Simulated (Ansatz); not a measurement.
# ClGeHO (SMILES [OH][Ge][Cl]): a relaxed scan of the bond length O1–Ge2

The task here is to estimate one member of a computed series from the others.

Computed with Ansatz 0.2.0, Gaussian basis. Level: single points in def2-TZVPP.

Levels: PBE-D4, r2SCAN-D4, PBE0-D4, B3LYP-D4, wB97M-V, Hartree-Fock, MP2, CCSD, CCSD(T). The scan takes 1.594, 1.630, 1.682, 1.743, 1.810, 1.883, 1.960, 2.041, 2.126 Å.

Correlated methods freeze the cores. Filled d shells of the heavier atoms are correlated. B3LYP uses VWN-RPA correlation.

28 further runs of the same task are left out: 28 set aside as unsound or not needed.

### The starting structure

The minimum, relaxed at PBE0-D4: SMILES `[OH][Ge][Cl]`, 4 atoms, charge 0, spin multiplicity 1.

Atoms are counted from 1 here; the program's logs count them from 0.

Bond lengths: O1–Ge2 1.772 Å, O1–H4 0.963 Å, Ge2–Cl3 2.212 Å. Angles: Ge2–O1–H4 115.0°, O1–Ge2–Cl3 98.5°.

As a file:

```xyz
4

O    -0.8609    0.5768   -0.4738
Ge   -0.6039   -0.6223    0.8047
Cl    1.5854   -0.8602    0.5943
H    -0.0650    0.8456   -0.9455
```

Energies of the minimum (eV), from earlier single points: PBE-D4 -71091.96078, r2SCAN-D4 -71105.46974, PBE0-D4 -71094.16853, B3LYP-D4 -71109.41785, wB97M-V -71103.33946, CCSD(T) -71052.65869.

At the minimum the bond length O1–Ge2 is 1.772 Å.

The first run:

Contents of relax/in.yaml:

```yaml
crystal:
  periodic: [false, false, false]
  atoms:
    - {symbol: O, position_ang: [-0.860939, 0.576776, -0.473766]}
    - {symbol: Ge, position_ang: [-0.629650, -0.502110, 0.676602]}
    - {symbol: Cl, position_ang: [1.559655, -0.740083, 0.466197]}
    - {symbol: H, position_ang: [-0.064987, 0.845550, -0.945488]}
basis:
  gaussian: {orbitals: def2-TZVP}
hamiltonian: {xc: pbe0, dispersion: d4}
relax: {f_tol: 0.005, max_steps: 200, constraints: [{distance: [0, 1]}]}
```

The command line of these runs was not kept.

Among the steps run: O1–Ge2 = 1.594 Å; O1–Ge2 = 1.630 Å; O1–Ge2 = 1.682 Å; O1–Ge2 = 1.743 Å; O1–Ge2 = 1.810 Å; O1–Ge2 = 1.883 Å; O1–Ge2 = 1.960 Å; O1–Ge2 = 2.041 Å; O1–Ge2 = 2.126 Å.

One table of the session follows, with a row left open; its other results are not shown here.

Energies less that of the minimum at the same level (kJ/mol):

```
bond length (Å)  PBE-D4  PBE0-D4  B3LYP-D4  wB97M-V  Hartree-Fock
          1.594    62.0     51.2      56.4     52.0          40.0
          1.630    39.1     30.4      34.5     30.9          21.1
          1.682    16.6     11.0      13.6     11.2           4.9
          1.743       ?        ?         ?        ?             ?
1.772 (minimum)     0.0      0.0       0.0      0.0           0.0
          1.810    -0.8      1.6       0.5      1.7           4.4
          1.883     5.2     12.0       8.8     12.3          20.2
          1.960    18.9     30.2      25.0     31.0          44.1
          2.041    38.6     54.4      47.0     56.0          74.2
          2.126    62.6     83.0      73.4     85.6         108.5
```

Q: Estimate the row for bond length (Å) = 1.743 from the others.

The run gave: PBE-D4: 2.8; PBE0-D4: 1.0; B3LYP-D4: 1.8; wB97M-V: 1.0; Hartree-Fock: -1.0.

To keep in mind: A polynomial through the near points puts the CCSD(T) minimum at the PBE0-D4 value.
